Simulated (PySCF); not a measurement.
# C7H12N2 (triplet): open-shell or spin-flip excitations

Aim: compute the open-shell or spin-flip excitations of C7H12N2 (triplet) (`CN(C)C1=CC=C[C@@H]1N`).

Computed with PySCF 2.14.0 and routines of our own; the level stands in each step. Atoms count from 0.

## 1. The starting structure

21 atoms, charge 0, multiplicity 3; geometry from: GFN2-xTB.

## 2. Open-shell or spin-flip excitations: unrestricted TDDFT B3LYP/def2-SVP

What the job is given:

```
{"job": {"kind": "uabs", "xc": "B3LYP", "basis": "def2-SVP", "nstates": 10, "tda": false}, "charge": 0, "multiplicity": 3}
C     -2.322131    -0.915733    -0.129651
N     -1.249186     0.041632    -0.148536
C     -1.478004     1.204037    -0.960449
C      0.039131    -0.327145     0.149762
C      0.444723    -1.372255     1.045589
C      1.813737    -1.450814     1.066146
C      2.341585    -0.469763     0.175735
C      1.252308     0.393886    -0.349050
N      1.300629     1.803106     0.179399
H     -3.237478    -0.428467     0.214782
H     -2.509811    -1.327717    -1.130542
H     -2.085033    -1.736952     0.539756
H     -2.457666     1.620050    -0.717128
H     -0.703698     1.938990    -0.745887
H     -1.463959     0.966637    -2.031900
H     -0.223689    -1.984626     1.622940
H      2.405507    -2.143708     1.634041
H      3.379801    -0.333703    -0.064571
H      1.276280     0.530592    -1.443818
H      2.174459     2.238375    -0.102446
H      1.293573     1.770519     1.195356
```

Method: unrestricted TDDFT B3LYP/def2-SVP, vertical, gas phase, core orbitals frozen in the response.

Launch:

```console
> OMP_NUM_THREADS=1 python excited_run.py task.json out
```

This one command runs all jobs of the session in turn.

What it wrote:

```text
coarse grid: 17168 points
cycle   1  E = -382.9213852798  dE =  1.234e+00  |g| = 3.626e-01  |ddm| = 3.650e+00
cycle   2  E = -382.8720800888  dE =  4.931e-02  |g| = 4.949e-01  |ddm| = 1.235e+00
cycle   3  E = -382.9931532400  dE = -1.211e-01  |g| = 9.892e-02  |ddm| = 7.656e-01
cycle   4  E = -382.9973499472  dE = -4.197e-03  |g| = 4.941e-02  |ddm| = 2.057e-01
cycle   5  E = -382.9986138505  dE = -1.264e-03  |g| = 1.580e-02  |ddm| = 8.408e-02
cycle   6  E = -382.9987477171  dE = -1.339e-04  |g| = 5.752e-03  |ddm| = 2.564e-02
cycle   7  E = -382.9987725593  dE = -2.484e-05  |g| = 2.068e-03  |ddm| = 1.125e-02
cycle   8  E = -382.9987762578  dE = -3.698e-06  |g| = 1.345e-03  |ddm| = 5.854e-03
final grid: 164904 points
cycle   9  E = -383.0662545594  dE = -6.264e-05  |g| = 4.941e-03  |ddm| = 3.809e-02
cycle  10  E = -383.0662453789  dE =  9.181e-06  |g| = 6.428e-03  |ddm| = 1.677e-02
cycle  11  E = -383.0662669967  dE = -2.162e-05  |g| = 1.454e-03  |ddm| = 1.052e-02
cycle  12  E = -383.0662681645  dE = -1.168e-06  |g| = 2.088e-04  |ddm| = 2.268e-03
cycle  13  E = -383.0662681823  dE = -1.771e-08  |g| = 1.250e-04  |ddm| = 3.744e-04
cycle  14  E = -383.0662681898  dE = -7.509e-09  |g| = 3.388e-05  |ddm| = 1.650e-04
cycle  15  E = -383.0662681909  dE = -1.167e-09  |g| = 1.410e-05  |ddm| = 8.391e-05
cycle  16  E = -383.0662681913  dE = -3.479e-10  |g| = 9.666e-06  |ddm| = 5.086e-05
converged SCF energy = -383.0662681913

Static polarisability (au): isotropic 97.990, principal 62.859 96.676 134.435

<S^2> of the reference = 2.0071 (exact 2.0000)

Excitations
state   eV       nm        f      <S^2>   main configurations
  1   2.5725    482.0   0.00471   2.078   Hb->Lb 0.42, Ha->L+1a 0.40, H-1b->Lb 0.10
  2   3.0291    409.3   0.00834   2.021   Hb->Lb 0.54, H-1b->Lb 0.22, Ha->L+1a 0.20
  3   3.3647    368.5   0.01286   2.014   Ha->La 0.97
  4   3.8294    323.8   0.22054   2.013   H-1b->Lb 0.64, Ha->L+1a 0.25
  5   4.0227    308.2   0.01914   2.015   Ha->L+2a 0.93
  6   4.1213    300.8   0.00547   2.018   Ha->L+3a 0.95
  7   4.4208    280.5   0.00829   2.020   Ha->L+4a 0.81, H-2b->Lb 0.12
  8   4.5251    274.0   0.01206   2.032   H-2b->Lb 0.58, Ha->L+4a 0.15, H-1a->L+1a 0.11
  9   4.8330    256.5   0.00091   2.015   Ha->L+5a 0.96
 10   4.8918    253.5   0.04955   2.057   Hb->L+1b 0.90
```

Run time: 4.5 min. Hardware: 1 thread of Intel Xeon at 2.50GHz, shared host; peak memory 0.76 GiB.

In short:

| quantity | value |
| --- | --- |
| ⟨S²⟩ | 2.007 |

Löwdin spin populations:

C0 0.00; N1 0.24; C2 0.00; C3 0.46; C4 0.27; C5 0.17; C6 0.65; C7 0.00; N8 0.10; H9 0.00; H10 0.02; H11 0.00; H12 0.01; H13 0.00; H14 0.02; H15 0.00; H16 0.00; H17 0.00; H18 0.04; H19 0.01; H20 0.01

## 3. Open-shell or spin-flip excitations: collinear spin-flip TDA CAM-B3LYP/def2-SVP

Settings changed since step 2:

```diff
@@ -1,2 +1,2 @@
-{"job": {"kind": "uabs", "xc": "B3LYP", "basis": "def2-SVP", "nstates": 10, "tda": false}, "charge": 0, "multiplicity": 3}
+{"job": {"kind": "uabs", "xc": "CAM-B3LYP", "basis": "def2-SVP", "nstates": 8, "spin_flip": true}, "charge": 0, "multiplicity": 3}
 C     -2.322131    -0.915733    -0.129651
```

Method: collinear spin-flip TDA CAM-B3LYP/def2-SVP, vertical, gas phase, core orbitals frozen in the response.

What it wrote:

```text
coarse grid: 17168 points
cycle   1  E = -382.7216796252  dE =  1.588e+00  |g| = 3.001e-01  |ddm| = 3.618e+00
cycle   2  E = -382.7386913486  dE = -1.701e-02  |g| = 2.923e-01  |ddm| = 7.897e-01
cycle   3  E = -382.7775899993  dE = -3.890e-02  |g| = 5.098e-02  |ddm| = 3.651e-01
cycle   4  E = -382.7791605819  dE = -1.571e-03  |g| = 3.244e-02  |ddm| = 1.153e-01
cycle   5  E = -382.7798221473  dE = -6.616e-04  |g| = 8.513e-03  |ddm| = 5.160e-02
cycle   6  E = -382.7799463013  dE = -1.242e-04  |g| = 5.921e-03  |ddm| = 2.580e-02
cycle   7  E = -382.7800025355  dE = -5.623e-05  |g| = 2.263e-03  |ddm| = 2.026e-02
cycle   8  E = -382.7800130204  dE = -1.048e-05  |g| = 6.870e-04  |ddm| = 1.033e-02
cycle   9  E = -382.7800136332  dE = -6.128e-07  |g| = 3.282e-04  |ddm| = 2.254e-03
final grid: 164904 points
cycle  10  E = -382.8501545101  dE = -4.825e-05  |g| = 2.839e-03  |ddm| = 2.297e-02
cycle  11  E = -382.8501560963  dE = -1.586e-06  |g| = 2.399e-03  |ddm| = 7.277e-03
cycle  12  E = -382.8501589036  dE = -2.807e-06  |g| = 2.885e-04  |ddm| = 2.871e-03
cycle  13  E = -382.8501589305  dE = -2.690e-08  |g| = 1.911e-04  |ddm| = 5.569e-04
cycle  14  E = -382.8501589486  dE = -1.808e-08  |g| = 2.988e-05  |ddm| = 3.007e-04
cycle  15  E = -382.8501589495  dE = -8.624e-10  |g| = 1.709e-05  |ddm| = 9.406e-05
converged SCF energy = -382.8501589495

<S^2> of the reference = 2.0084 (exact 2.0000)

Spin-flip excitations, energies against the reference
state   eV       nm        f      <S^2>   main configurations
  1  -1.1200        -   0.00000   0.053   Ha->Lb 0.98
  2   0.8696    623.2   0.00084   1.990   Ha->L+1b 0.55, H-1a->Lb 0.40
  3   1.7871    426.5   0.21348   0.079   H-1a->Lb 0.54, Ha->L+1b 0.41
  4   3.4490    271.4   0.03302   0.638   H-1a->L+1b 0.38, H-2a->Lb 0.19, H-3a->Lb 0.14, Ha->L+6b 0.09
  5   3.9068    246.6   0.03380   0.899   H-2a->Lb 0.77, H-1a->L+1b 0.10
  6   4.1106    237.0   0.02879   1.020   Ha->L+2b 0.87, Ha->L+3b 0.09
  7   4.5610    218.2   0.03488   0.708   H-1a->L+1b 0.35, Ha->L+6b 0.20, Ha->L+3b 0.18
  8   4.7491    211.2   0.12204   1.013   Ha->L+4b 0.61, H-3a->Lb 0.24
```

Wall time 80 s (1 thread of Intel Xeon at 2.50GHz, shared host); peak memory 0.73 GiB.

The ⟨S²⟩ below is that of the reference state, of multiplicity 3.

Key values:

| quantity | value |
| --- | --- |
| low spin less high spin | -1.990 eV |
| ⟨S²⟩ | 2.008 |

## 4. Results

| quantity | value |
| --- | --- |
| lowest and brightest state of nearly pure spin, of 10 (step 2, unrestricted TDDFT B3LYP/def2-SVP) | 2.57 eV; 3.83 eV, f = 0.221 |
| low spin less high spin (step 3, collinear spin-flip TDA CAM-B3LYP/def2-SVP) | -1.990 eV |

In words: The values above hold for this geometry and these levels alone.
